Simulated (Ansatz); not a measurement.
I need an equation of state with a fit of Be3Ni, space group I4/mmm. Use the Ansatz DFT code, driven from Python. Level of theory (first run): LDA, PAW, cutoff 500 eV, 10×10×10 k-points, Fermi-Dirac smearing of 0.1 eV, collinear spin.

```cif
data_structure
_symmetry_space_group_name_H-M 'P 1'
_symmetry_Int_Tables_number 1
_cell_length_a 4.0642
_cell_length_b 4.0642
_cell_length_c 4.0642
_cell_angle_alpha 134.564
_cell_angle_beta 134.564
_cell_angle_gamma 66.208
_cell_volume 33.55
loop_
_atom_site_label
_atom_site_type_symbol
_atom_site_fract_x
_atom_site_fract_y
_atom_site_fract_z
_atom_site_occupancy
Be1 Be 0.75000 0.25000 0.50000 1
Be2 Be 0.25000 0.75000 0.50000 1
Be3 Be 0.50000 0.50000 0.00000 1
Ni1 Ni 0.00000 0.00000 0.00000 1
```

`eos.py`
```python
"""Equation of state of Be3Ni."""

import argparse

import ansatz as az
import numpy as np
from scipy.optimize import curve_fit

parser = argparse.ArgumentParser(description="Equation of state of Be3Ni.")
parser.add_argument("--cutoff-ev", type=float, default=500.0, help="plane-wave cutoff (eV)")
parser.add_argument("--kmesh", type=int, nargs=3, default=[10, 10, 10], help="k-point sampling")
args = parser.parse_args()

VECTORS = np.array([
    [-1.56957222, 1.56957222, 3.40451277],
    [1.56957222, -1.56957222, 3.40451277],
    [1.56957222, 1.56957222, -3.40451277],
])
SITES = [
    ("Be", [0.75, 0.25, 0.5], 0.0),
    ("Be", [0.25, 0.75, 0.5], 0.0),
    ("Be", [0.5, 0.5, 0.0], 0.0),
    ("Ni", [0.0, 0.0, 0.0], 1.5),
]


def on_lattice(cell):
    crystal = az.Crystal(lattice=az.Lattice.of(cell))
    for symbol, position, moment in SITES:
        crystal = crystal.atom(symbol, position, moment=moment or None)
    return crystal

def vinet(v, e0, v0, b0, b1):
    eta = (v / v0) ** (1 / 3)
    return e0 + 2 * b0 * v0 / (b1 - 1) ** 2 * (2 - (5 + 3 * b1 * (eta - 1) - 3 * eta) * np.exp(-1.5 * (b1 - 1) * (eta - 1)))

# scale the volume, keep shape and fractions
volumes, energies, pressures = [], [], []
for scale in np.linspace(0.88, 1.12, 7):
    cell = VECTORS * scale ** (1 / 3)
    model = (
        on_lattice(cell).calculation()
        .occupations(az.OccupationsMethod.FERMI_DIRAC)  # smearing steadies the SCF of a metal
        .functional(az.Functional.LDA)
        .spin("collinear")
        .basis(args.cutoff_ev)  # plane waves up to this kinetic energy
        .kpoints(*args.kmesh)
        .stress()
    )
    r = model.run(threads=1, backend="cpu").report
    volumes.append(abs(np.linalg.det(cell)) / len(SITES))
    energies.append(r["free_energy_ev"] / len(SITES))
    pressures.append(np.trace(r["stress_gpa"]) / 3)
    print(f"V = {volumes[-1]:8.4f} A^3/atom  F = {energies[-1]:.5f} eV/atom  P = {pressures[-1]:8.3f} GPa")

guess = (min(energies), volumes[int(np.argmin(energies))], 0.5, 4.5)
(e0, v0, b0, b1), _ = curve_fit(vinet, np.array(volumes), np.array(energies), p0=guess, maxfev=20000)
print(f"Vinet fit: V0 = {v0:.4f} A^3/atom, B0 = {160.21766 * b0:.1f} GPa, B1 = {b1:.2f}")
print("largest residual", round(1000 * float(np.abs(vinet(np.array(volumes), e0, v0, b0, b1) - energies).max()), 3), "meV/atom")
```

```console
$ python eos.py
RunWarning: the starting moments were not kept: the SCF closed with an absolute magnetisation of 2.4e-7 μB, where they sum to 1.5 μB in size (1 site). That is at most 0.1 of that sum. Measured as dr2_m measures the in/out step, that magnetisation stands 9.5e-14 eV from none, at or under the dr2_threshold of 1.0e-7 eV: [...]
V =   7.3807 A^3/atom  F = -1509.80252 eV/atom  P =   16.339 GPa
V =   7.7162 A^3/atom  F = -1509.82639 eV/atom  P =    6.787 GPa
V =   8.0517 A^3/atom  F = -1509.83216 eV/atom  P =   -1.007 GPa
V =   8.3872 A^3/atom  F = -1509.82316 eV/atom  P =   -7.379 GPa
V =   8.7227 A^3/atom  F = -1509.80206 eV/atom  P =  -12.597 GPa
V =   9.0582 A^3/atom  F = -1509.77106 eV/atom  P =  -16.871 GPa
V =   9.3937 A^3/atom  F = -1509.73195 eV/atom  P =  -20.368 GPa
Vinet fit: V0 = 8.0048 A^3/atom, B0 = 172.7 GPa, B1 = 3.76
largest residual 0.014 meV/atom
```
(Warnings from the package without file and line, shortened, repeats left out.)

A third-order Birch-Murnaghan fit through the 7 points (the script's own form differs a little) has its minimum at 8.00 Å³ an atom, 4.6 % below the typed cell, with a bulk modulus of 173 GPa and dB/dP = 3.8. From that minimum the energy rises by 29.8 meV an atom on the compressed side and 100.4 meV on the expanded side.

Caveats:
- Absolute energies stand on the zero of these potentials, so only differences at equal settings mean something.
- The SCF didn't keep the moments it started from (some shrank, vanished or turned); what is printed is the state reached.
- Shape and fractional positions are held along the curve, so the bulk modulus is an upper value where they are free to relax.
- The mesh is modest for a metal, so energies can be off by several to tens of meV an atom and pressures by half a GPa or more; differences at equal mesh fare better.
- Pressure is positive in compression.
- At these settings the cell as given stands under about -7 GPa, so it isn't at this functional's equilibrium volume.
- This cell is a computed structure, which may not be the phase found in nature.
- Hardware and time: 68 s on 1 thread of Arm Neoverse V2, with other jobs on the host, peak memory 0.54 GiB.
